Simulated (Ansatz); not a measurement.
**TiGa2C6: from a guess to a relaxed structure**

Where does this trial cell of TiGa2C6 go when cell and atoms are let free?

Method: DFT PBE, scalar-relativistic, plane waves, PAW, in Ansatz 0.2.0.

### Step 1. Starting point

Symmetry: Fm-3m, No. 225, cubic system. The conventional cell has a = 7.930 Å, b = 7.930 Å, c = 7.930 Å, α = 90.00°, β = 90.00°, γ = 90.00°. Ti (site symmetry m-3m) is surrounded by 12 C at 2.80 Å. Ga (site symmetry -43m) is surrounded by 6 C at 1.98 Å. C (site symmetry mmm) is surrounded by 2 Ga at 1.98 Å and 2 Ti at 2.80 Å.

Coordinates:

```
Ti Ga C
1.0
     0.00000    3.96487    3.96487
     3.96487    0.00000    3.96487
     3.96487    3.96487    0.00000
Ti Ga C
1 2 6
Direct
  0.00000 0.00000 0.00000
  0.25000 0.25000 0.25000
  0.75000 0.75000 0.75000
  0.50000 0.00000 0.00000
  0.00000 0.50000 0.50000
  0.00000 0.50000 0.00000
  0.50000 0.00000 0.50000
  0.00000 0.00000 0.50000
  0.50000 0.50000 0.00000
```

The cell is invented: random cell by space group and Wyckoff sites (Fm-3m, No. 225). Lengths come from tabulated atomic sizes and are only a guess.

### Step 2. The guess as it stands, on a coarse mesh

Contents of input.yaml:

```yaml
crystal:
  lattice:
    - [0.0, 3.96487081, 3.96487081]
    - [3.96487081, 0.0, 3.96487081]
    - [3.96487081, 3.96487081, 0.0]
  atoms:
    - { symbol: Ti, position: [0.0, 0.0, 0.0] }
    - { symbol: Ga, position: [0.25, 0.25, 0.25] }
    - { symbol: Ga, position: [0.75, 0.75, 0.75] }
    - { symbol: C, position: [0.5, 0.0, 0.0] }
    - { symbol: C, position: [0.0, 0.5, 0.5] }
    - { symbol: C, position: [0.0, 0.5, 0.0] }
    - { symbol: C, position: [0.5, 0.0, 0.5] }
    - { symbol: C, position: [0.0, 0.0, 0.5] }
    - { symbol: C, position: [0.5, 0.5, 0.0] }
basis:
  ecutwfc: 420
kpoints:
  mp_grid: { grid: [4, 4, 4] }
hamiltonian:
  xc: pbe
scf:
  occupations: { method: gaussian, width: 0.1 }
  lower_state_search: "off"
output:
  forces: true
  stress: true
  eigenvalues: true
```

Run with:

```bash
ansatz run input.yaml --threads 1 --pin off --max-ram 2048MiB --backend cpu --events-out ev --progress --plain --runs-dir out
```

Log, shortened:

```text
Warning: RAYON_NUM_THREADS=1 ignored (pool sized by the plan → 1); use --threads N
[...]
Pseudopotentials: kind: paw
Pseudopotential: Ti, paw, valence charge 12, recommended cutoff 420 eV (normal), Ti.paw.azcp
Pseudopotential: Ga, paw, valence charge 13, recommended cutoff 420 eV (normal), Ga.paw.azcp
Pseudopotential: C, paw, valence charge 4, recommended cutoff 420 eV (normal), C.paw.azcp
Functional definition: PBE
[...]
Crystal: 9 atoms, lattice volume = 124.657 Å³
Basis set: ecut = 420 eV, 2421 PW (Γ), exchange–correlation on 80×80×80 points (8 copies of the dense FFT grid, shifted against one another)
Bands: 40, of which v1, the nominal top of the filled ones, is band 31 counted from 1 (30 counted from 0)
Symmetry: 48 space group operations
Space group: Fm-3m (ITA 225), of the structure as read, at distance tolerance 5.0e-5 Å
k-points: 8 of 64
[...]
SCF iter   1: F=—  HF=-11546.081350 eV  |F-HF|=—  |Δ(HF+E_count)|=         —  Δρ=1.25e-2  dr2=3.27e-1  ethr=1.77e-3  ⟨swp⟩=5.4  Hψ=1288  notcnv=0
[...]
SCF iter   7: F=-11546.058980 eV  HF=-11546.058980 eV  |F-HF|=2.68e-8  |Δ(HF+E_count)|=   6.10e-9  Δρ=6.42e-6  dr2=4.49e-8  ethr=1.61e-10  ⟨swp⟩=8.2  Hψ=1382  notcnv=0
[...]
SCF converged after 7 iterations
Free energy (F): -11546.058980 eV
[...]
E sigma→0 (E₀):  -11546.035795 eV
Entropy (-TS):   -0.046369 eV (-5.152 meV/atom)
Fermi energy:    6.539341 eV
[...]
--- Forces (eV/Å), atoms counted from 1 ---
  atom   1  Ti    -0.00000000     0.00000000    -0.00000000
  atom   2  Ga     0.00000000     0.00000000    -0.00000000
  atom   3  Ga     0.00000000     0.00000000    -0.00000000
  atom   4  C      0.00000000     0.00000000    -0.00000000
  atom   5  C      0.00000000     0.00000000     0.00000000
  atom   6  C     -0.00000000    -0.00000000    -0.00000000
  atom   7  C     -0.00000000     0.00000000    -0.00000000
  atom   8  C     -0.00000000    -0.00000000    -0.00000000
[...]
--- Stress (GPa, compression-positive) ---
       -2.322315      -0.000000      -0.000000
       -0.000000      -2.322315      -0.000000
       -0.000000       0.000000      -2.322315
  P = ⅓ Tr σ = -2.3223 GPa (-23.223 kbar)
--- Band table (eV; the first three rows and the last of 8) ---
[...]
```

Run time: 2.7 s. Hardware: 1 thread of AMD EPYC 7R13 (Zen 3), shared host; peak memory 0.45 GiB.

The probe gives pressure -2.3 GPa, largest force 0.00 eV/Å, gap on this mesh none (metal). A cheap, loose relaxation comes first.

### Step 3. A loose first relaxation

input.yaml, as its differences from that of step 2:

```diff
@@ -28 +28,6 @@
   eigenvalues: true
+relax:
+  adjacent_minimum: "off"
+  f_tol: 0.04
+  max_steps: 70
+  cell: { stress_tol: 0.4 }
```

Run with:

```bash
ansatz run input.yaml --threads 1 --pin off --max-ram 2048MiB --backend cpu --events-out ev --progress --plain --runs-dir out
```

Log:

```text
Warning: RAYON_NUM_THREADS=1 ignored (pool sized by the plan → 1); use --threads N
Engine: ansatz 0.2.0, x86_64-unknown-linux-gnu
Pseudopotentials: kind: paw
Pseudopotential: Ti, paw, valence charge 12, recommended cutoff 420 eV (normal), Ti.paw.azcp
Pseudopotential: Ga, paw, valence charge 13, recommended cutoff 420 eV (normal), Ga.paw.azcp
Pseudopotential: C, paw, valence charge 4, recommended cutoff 420 eV (normal), C.paw.azcp
Functional definition: PBE
  parameter kappa = 0.804
  parameter beta = 0.06672455060314922
  exchange = pbe_x(kappa = kappa, mu = beta*pi^2/3)
  correlation = pbe_c(beta = beta)
Crystal: 9 atoms, lattice volume = 124.657 Å³
Basis set: ecut = 420 eV, 2421 PW (Γ), exchange–correlation on 80×80×80 points (8 copies of the dense FFT grid, shifted against one another)
Bands: 40, of which v1, the nominal top of the filled ones, is band 31 counted from 1 (30 counted from 0)
Symmetry: 48 space group operations
Space group: Fm-3m (ITA 225), of the structure as read, at distance tolerance 5.0e-5 Å
k-points: 8 of 64
Non-local potential: Ti, projectors of the file, l = 0: 3, l = 1: 2, l = 2: 3, l = 3: 1
Non-local potential: Ga, projectors of the file, l = 0: 2, l = 1: 2, l = 2: 3, l = 3: 1
Non-local potential: C, projectors of the file, l = 0: 2, l = 1: 2, l = 2: 1
PAW form: soft (Blöchl's): semilocal exchange-correlation on the pseudo side does not see the compensation charge
PAW one-centre angular grid: Ti, 590 points (default); XC on 64 Gauss nodes
PAW one-centre angular grid: Ga, 590 points (default); XC on 64 Gauss nodes
PAW one-centre angular grid: C, 110 points (default); XC on 64 Gauss nodes
Initial density: superposition of atomic densities (neutral atoms: chi_scale 0, normalization atom), corrected by the library's trained network
Initial wavefunctions: pseudopotential atomic-orbital guess
Functional: x = pbe(κ = 0.804, μ = 0.2195149727645171), c = pbe(β = 0.06672455060314922)
SCF iter   1: F=—  HF=-11546.081347 eV  |F-HF|=—  |Δ(HF+E_count)|=         —  Δρ=1.25e-2  dr2=3.27e-1  ethr=1.77e-3  ⟨swp⟩=5.2  Hψ=1296  notcnv=0
preconditioner: auto → LDOS  [metal: Δε(μ)=0.088 eV  Ē_g=9.610 eV  σ=0.100 eV  W_gap=0.40  n_scr=26 (ndim 8)  ℏωp=24.4 eV  f_vac=0.061  D(μ)=8.71/eV (n_scr^D=112)  β→1.0]
SCF iter   2: F=—  HF=-11546.058176 eV  |F-HF|=—  |Δ(HF+E_count)|=   2.32e-2  Δρ=3.54e-3  dr2=1.01e-2  ethr=5.28e-4  ⟨swp⟩=1.9  Hψ=404  notcnv=0
SCF iter   3: F=—  HF=-11546.059036 eV  |F-HF|=—  |Δ(HF+E_count)|=   8.60e-4  Δρ=7.64e-4  dr2=1.66e-3  ethr=1.64e-5  ⟨swp⟩=2.0  Hψ=337  notcnv=0
SCF iter   4: F=—  HF=-11546.058989 eV  |F-HF|=—  |Δ(HF+E_count)|=   4.73e-5  Δρ=3.33e-4  dr2=2.33e-4  ethr=2.67e-6  ⟨swp⟩=1.8  Hψ=378  notcnv=0
SCF iter   5: F=—  HF=-11546.058968 eV  |F-HF|=—  |Δ(HF+E_count)|=   2.06e-5  Δρ=9.11e-5  dr2=1.26e-5  ethr=3.76e-7  ⟨swp⟩=2.0  Hψ=449  notcnv=0
SCF iter   6: F=—  HF=-11546.058980 eV  |F-HF|=—  |Δ(HF+E_count)|=   1.18e-5  Δρ=2.87e-5  dr2=8.00e-7  ethr=2.04e-8  ⟨swp⟩=2.0  Hψ=499  notcnv=0
SCF iter   7: F=-11546.058980 eV  HF=-11546.058980 eV  |F-HF|=2.67e-8  |Δ(HF+E_count)|=   5.50e-9  Δρ=6.43e-6  dr2=4.51e-8  ethr=1.61e-10  ⟨swp⟩=8.2  Hψ=1382  notcnv=0
SCF 1 converged in 7 iterations: F = -11546.058980 eV  dr2 = 4.51e-8
relax step   1: F+E_penalty+E_count = -11546.05897979 eV  Δ(F+E_penalty+E_count) = +0.000e0 eV  max|allowed force component| = 1.413e-18 eV/Å  Δτ_max = 0.0000 Å  P = -2.322 GPa  Ω = 124.657 Å³  (7 SCF iters, dr2 threshold 1.00e-7 eV, accepted)
Crystal: 9 atoms, lattice volume = 122.941 Å³
Initial density: handed on by an earlier stage of this run
Initial wavefunctions: those handed on with the density
iter 1 solved again at ethr=7.37e-6 eV; its pass at ethr=3.10e-3 eV (dr2=4.57e-3 eV) is discarded
SCF iter   1: F=—  HF=-11546.079764 eV  |F-HF|=—  |Δ(HF+E_count)|=         —  Δρ=1.66e-3  dr2=4.55e-3  ethr=7.37e-6  ⟨swp⟩=2.0  Hψ=1564  notcnv=0
preconditioner: auto → LDOS  [metal: Δε(μ)=0.058 eV  Ē_g=9.683 eV  σ=0.100 eV  W_gap=0.30  n_scr=26 (ndim 8)  ℏωp=24.6 eV  f_vac=0.056  D(μ)=9.31/eV (n_scr^D=112)  β→1.0]
SCF iter   2: F=—  HF=-11546.079059 eV  |F-HF|=—  |Δ(HF+E_count)|=   7.05e-4  Δρ=4.93e-4  dr2=3.62e-4  ethr=7.33e-6  ⟨swp⟩=1.9  Hψ=343  notcnv=0
SCF iter   3: F=—  HF=-11546.079054 eV  |F-HF|=—  |Δ(HF+E_count)|=   5.88e-6  Δρ=2.96e-4  dr2=1.50e-4  ethr=5.84e-7  ⟨swp⟩=2.0  Hψ=493  notcnv=0
SCF iter   4: F=—  HF=-11546.079043 eV  |F-HF|=—  |Δ(HF+E_count)|=   1.07e-5  Δρ=8.92e-5  dr2=5.10e-6  ethr=2.41e-7  ⟨swp⟩=2.0  Hψ=510  notcnv=0
SCF iter   5: F=-11546.079038 eV  HF=-11546.079039 eV  |F-HF|=7.49e-7  |Δ(HF+E_count)|=   3.73e-6  Δρ=2.48e-5  dr2=4.09e-7  ethr=1.45e-9  ⟨swp⟩=6.8  Hψ=1403  notcnv=0
SCF 2 converged in 5 iterations: F = -11546.079038 eV  dr2 = 4.09e-7
relax step   2: F+E_penalty+E_count = -11546.07903844 eV  Δ(F+E_penalty+E_count) = -2.006e-2 eV  max|allowed force component| = 6.361e-18 eV/Å  Δτ_max = 0.0000 Å  P = -0.876 GPa  Ω = 122.941 Å³  energy of the carried Pulay correction = +2.838e-3 eV  (5 SCF iters, dr2 threshold 9.00e-7 eV, accepted)
Crystal: 9 atoms, lattice volume = 121.925 Å³
iter 1 solved again at ethr=2.63e-6 eV; its pass at ethr=3.10e-3 eV (dr2=1.63e-3 eV) is discarded
SCF iter   1: F=—  HF=-11546.083704 eV  |F-HF|=—  |Δ(HF+E_count)|=         —  Δρ=1.01e-3  dr2=1.66e-3  ethr=2.63e-6  ⟨swp⟩=2.0  Hψ=1518  notcnv=0
preconditioner: auto → LDOS  [metal: Δε(μ)=0.076 eV  Ē_g=9.716 eV  σ=0.100 eV  W_gap=0.38  n_scr=26 (ndim 8)  ℏωp=24.7 eV  f_vac=0.055  D(μ)=9.29/eV (n_scr^D=112)  β→1.0]
SCF iter   2: F=—  HF=-11546.083441 eV  |F-HF|=—  |Δ(HF+E_count)|=   2.63e-4  Δρ=3.09e-4  dr2=1.37e-4  ethr=2.63e-6  ⟨swp⟩=2.0  Hψ=362  notcnv=0
SCF iter   3: F=—  HF=-11546.083452 eV  |F-HF|=—  |Δ(HF+E_count)|=   1.05e-5  Δρ=1.99e-4  dr2=6.30e-5  ethr=2.21e-7  ⟨swp⟩=2.0  Hψ=534  notcnv=0
SCF iter   4: F=—  HF=-11546.083444 eV  |F-HF|=—  |Δ(HF+E_count)|=   7.87e-6  Δρ=6.95e-5  dr2=3.56e-6  ethr=1.02e-7  ⟨swp⟩=2.0  Hψ=510  notcnv=0
SCF iter   5: F=-11546.083441 eV  HF=-11546.083442 eV  |F-HF|=1.18e-7  |Δ(HF+E_count)|=   2.33e-6  Δρ=1.38e-5  dr2=1.26e-7  ethr=1.45e-9  ⟨swp⟩=5.9  Hψ=1325  notcnv=0
SCF 3 converged in 5 iterations: F = -11546.083441 eV  dr2 = 1.26e-7
relax step   3: F+E_penalty+E_count = -11546.08344145 eV  Δ(F+E_penalty+E_count) = -4.403e-3 eV  max|allowed force component| = 6.553e-18 eV/Å  Δτ_max = 0.0000 Å  P = +0.030 GPa  Ω = 121.925 Å³  energy of the carried Pulay correction = +4.537e-3 eV  (5 SCF iters, dr2 threshold 9.00e-7 eV, accepted)
Initial wavefunctions: pseudopotential atomic-orbital guess (no wavefunctions were taken with the density)
iter 1 solved again at ethr=1.03e-7 eV; its pass at ethr=3.10e-3 eV (dr2=6.36e-5 eV) is discarded
SCF iter   1: F=—  HF=-11546.079194 eV  |F-HF|=—  |Δ(HF+E_count)|=         —  Δρ=8.72e-5  dr2=3.20e-6  ethr=1.03e-7  ⟨swp⟩=3.0  Hψ=2090  notcnv=0
preconditioner: auto → LDOS  [metal: Δε(μ)=0.079 eV  Ē_g=9.719 eV  σ=0.100 eV  W_gap=0.39  n_scr=26 (ndim 8)  ℏωp=24.7 eV  f_vac=0.056  D(μ)=9.27/eV (n_scr^D=112)  β→1.0]
SCF iter   2: F=—  HF=-11546.079206 eV  |F-HF|=—  |Δ(HF+E_count)|=   1.21e-5  Δρ=3.33e-5  dr2=9.28e-7  ethr=5.16e-9  ⟨swp⟩=2.0  Hψ=535  notcnv=0
SCF iter   3: F=—  HF=-11546.079205 eV  |F-HF|=—  |Δ(HF+E_count)|=   6.20e-7  Δρ=1.45e-5  dr2=1.23e-7  ethr=1.50e-9  ⟨swp⟩=2.0  Hψ=527  notcnv=0
SCF iter   4: F=—  HF=-11546.079205 eV  |F-HF|=—  |Δ(HF+E_count)|=   1.25e-7  Δρ=3.33e-6  dr2=1.37e-8  ethr=1.98e-10  ⟨swp⟩=2.0  Hψ=508  notcnv=0
SCF iter   5: F=-11546.079205 eV  HF=-11546.079205 eV  |F-HF|=2.40e-10  |Δ(HF+E_count)|=   3.18e-9  Δρ=5.83e-7  dr2=3.39e-10  ethr=9.29e-12  ⟨swp⟩=4.6  Hψ=1110  notcnv=0
SCF 4 converged in 5 iterations: F = -11546.079205 eV  dr2 = 3.39e-10
relax step   4: F+E_penalty+E_count = -11546.07920524 eV  Δ(F+E_penalty+E_count) = +4.236e-3 eV  max|allowed force component| = 7.389e-18 eV/Å  Δτ_max = 0.0000 Å  P = -0.017 GPa  Ω = 121.925 Å³  stress off target by 1.65e-2 GPa  SCF on the basis re-selected at this cell (its energy is not comparable with the rows above)  (5 SCF iters)
basis re-selected at this cell: Δ(F+E_penalty+E_count) = +4.236e-3 eV, ΔP = -0.047 GPa vs the last step (what re-selecting the basis moved, of the pressure what is left beyond the Pulay correction that the steps carried, after the strain that the cell walked since its last selection, with what the two solves' SCF thresholds leave and, on support functions, any second-order correction that the steps lacked; it is no measure of the basis error at this ecutwfc). This SCF's stress stands 1.65e-2 GPa from its target on what of the cell is left free (relax.cell.stress_tol is 4.00e-1 GPa) and its largest allowed force component is 7.39e-18 eV/Å (relax.f_tol is 4.00e-2 eV/Å): within both
SCF converged after 5 iterations
Free energy (F): -11546.079205 eV
Harris-Foulkes:  -11546.079205 eV  (|F-HF|=2.40e-10)
Internal energy: -11546.032852 eV  (E = F + TS)
E sigma→0 (E₀):  -11546.056029 eV
Entropy (-TS):   -0.046353 eV (-5.150 meV/atom)
Fermi energy:    6.798931 eV
--- Per-component energies (eV) ---
  E_band       = -360.643470
  E_kinetic    = 975.220290
  E_local      = -6223.691853  (includes V_loc(G=0)·N_el)
  E_nonlocal   = 1032.477749
  E_hartree    = 2725.552562
  E_xc         = -507.813612
  E_vxc        = -573.691613  (∫ρ·V_xc dr)
  E_paw        = -5612.493294  (= ΣΔE_a)
  E_vpaw       = -1022.062850  (= ΣTr[D̂ρ^β])
  E_aug_tail   = -0.000257  (compensation charges beyond the density's cutoff)
  E_ewald      = -3935.284438
  E_smearing   = -0.046353  (= −TS)
  E_closure    = -0.000000  (closes the sum)
  Σ components = -11546.079205   (vs F -11546.079205, Δ=0.00e0)
--- Forces (eV/Å), atoms counted from 1 ---
  atom   1  Ti    -0.00000000     0.00000000     0.00000000
  atom   2  Ga    -0.00000000    -0.00000000    -0.00000000
  atom   3  Ga     0.00000000     0.00000000     0.00000000
  atom   4  C      0.00000000     0.00000000     0.00000000
  atom   5  C      0.00000000     0.00000000     0.00000000
  atom   6  C      0.00000000     0.00000000     0.00000000
  atom   7  C     -0.00000000     0.00000000     0.00000000
  atom   8  C     -0.00000000    -0.00000000    -0.00000000
  atom   9  C     -0.00000000     0.00000000    -0.00000000
  max |Σ_I F_I| component: 2.31e-18 eV/Å
--- Stress (GPa, compression-positive) ---
       -0.016515       0.000000       0.000000
        0.000000      -0.016515       0.000000
        0.000000       0.000000      -0.016515
  P = ⅓ Tr σ = -0.0165 GPa (-0.165 kbar)
--- Band table (eV; the first three rows and the last of 8) ---
  k-point 0: bands = ["-51.0824", "-27.2610", "-27.2610", "-27.2610", "-7.9157", "-7.9157", "-7.6772", "-7.6772", "-7.3598", "-7.3598", "-7.3598", "-7.2893", "-7.2893", "-7.2893", "-6.9688", "-3.1178", "-3.1178", "-3.1178", "-2.2281", "-0.1758", "-0.1758", "2.0221", "2.0221", "2.0221", "3.8450", "3.8450", "3.8450", "7.6961", "7.6961", "7.6961", "7.7275", "7.7275", "7.7682", "7.7682", "7.7682", "8.2798", "8.2798", "8.2798", "8.8031", "8.8031"]
  k-point 1: bands = ["-51.0824", "-27.2612", "-27.2610", "-27.2610", "-7.8864", "-7.8864", "-7.7188", "-7.7188", "-7.3504", "-7.3486", "-7.3486", "-7.2992", "-7.2987", "-7.2987", "-6.6547", "-4.4143", "-2.8645", "-2.8645", "-1.0461", "-1.0461", "-0.8643", "1.5044", "3.2479", "3.2479", "4.0283", "4.2158", "4.2158", "6.3908", "6.3908", "7.1519", "7.6748", "7.6748", "7.8934", "7.8934", "7.9227", "7.9807", "8.2043", "8.2043", "8.6770", "8.6770"]
  k-point 2: bands = ["-51.0824", "-27.2613", "-27.2610", "-27.2610", "-7.8091", "-7.8091", "-7.8082", "-7.8082", "-7.3281", "-7.3233", "-7.3233", "-7.3223", "-7.3223", "-7.3223", "-5.7934", "-5.7251", "-2.1620", "-2.1620", "-2.1189", "-2.1189", "0.3951", "0.6234", "4.6456", "4.8309", "4.8309", "4.9346", "4.9346", "5.4940", "5.4940", "5.7625", "6.1457", "6.1457", "7.6579", "7.6579", "8.0537", "8.1474", "8.1474", "8.3736", "8.7742", "8.8420"]
  k-point 7: bands = ["-51.0824", "-27.2612", "-27.2612", "-27.2611", "-7.8824", "-7.8824", "-7.7566", "-7.7566", "-7.3449", "-7.3410", "-7.3209", "-7.3209", "-7.3055", "-7.3033", "-5.3759", "-5.3759", "-3.6250", "-3.5323", "-1.6320", "-1.6320", "2.7568", "2.8799", "2.8799", "3.0697", "3.8075", "4.3435", "5.6846", "5.6846", "5.9854", "6.0845", "6.3066", "6.7461", "6.7461", "7.6774", "7.7786", "7.8954", "7.8954", "8.3430", "8.7786", "8.7786"]
--- Relaxed structure (3 steps of the walk, 3 accepted, 1 SCFs on fresh bases) ---
  F+E_penalty+E_count = -11546.07920524 eV   max|allowed force component| = 7.389e-18 eV/Å   (the final SCF, on the basis selected at the relaxed cell)
  cell:  # Å, volume = 121.9251 Å³
    - [-7.64305804934338e-35, 3.9356917208377564, 3.9356917208377564]
    - [3.9356917208377564, 1.1719355675659856e-33, 3.9356917208377564]
    - [3.9356917208377564, 3.9356917208377564, 3.057223219737352e-34]
  atoms:
    - { symbol: Ti, position: [-6.457729414658154e-35, 1.605116514064167e-34, 1.3020104349661125e-35] }
    - { symbol: Ga, position: [0.25, 0.25, 0.25] }
    - { symbol: Ga, position: [0.7499999999999999, 0.7499999999999999, 0.7499999999999999] }
    - { symbol: C, position: [0.5, 0.0, 0.0] }
    - { symbol: C, position: [0.0, 0.5, 0.5] }
    - { symbol: C, position: [0.0, 0.5, 0.0] }
    - { symbol: C, position: [0.5, 0.0, 0.5] }
    - { symbol: C, position: [-4.1906368392425436e-35, -4.1906368392425436e-35, 0.5] }
    - { symbol: C, position: [0.5, 0.5, 0.0] }
```

Wall time 7.3 s (1 thread of AMD EPYC 7R13 (Zen 3), shared host); peak memory 0.47 GiB.

Relaxation path:

| step | E - E(step 1) (eV/cell) | largest force component (eV/Å) | pressure (GPa) | volume (Å³) |
| --- | --- | --- | --- | --- |
| 1 | 0.0000 | 0.0000 | -2.32 | 124.66 |
| 2 | -0.0201 | 0.0000 | -0.88 | 122.94 |
| 3 | -0.0245 | 0.0000 | 0.03 | 121.93 |
| 4 | -0.0202 | 0.0000 | -0.02 | 121.93 |

Step 1 is the start. Step 4 repeats the geometry before it on a plane-wave basis chosen anew for that cell, so its energy need not be comparable with the rows above.

Lengths and angles in the start's conventional setting:

|  | before | after | change |
| --- | --- | --- | --- |
| a (Å) | 7.930 | 7.871 | -0.7 % |
| b (Å) | 7.930 | 7.871 | -0.7 % |
| c (Å) | 7.930 | 7.871 | -0.7 % |
| volume (Å³/atom) | 13.85 | 13.55 | -2.2 % |
| shortest distance (Å) | 1.982 | 1.968 | -0.7 % |
| space group (0.01 Å) | Fm-3m | Fm-3m | same |

The run keeps the 48 symmetry operations of the start, so it could not have lowered the symmetry.

(Part 1 of 2 ends here.)
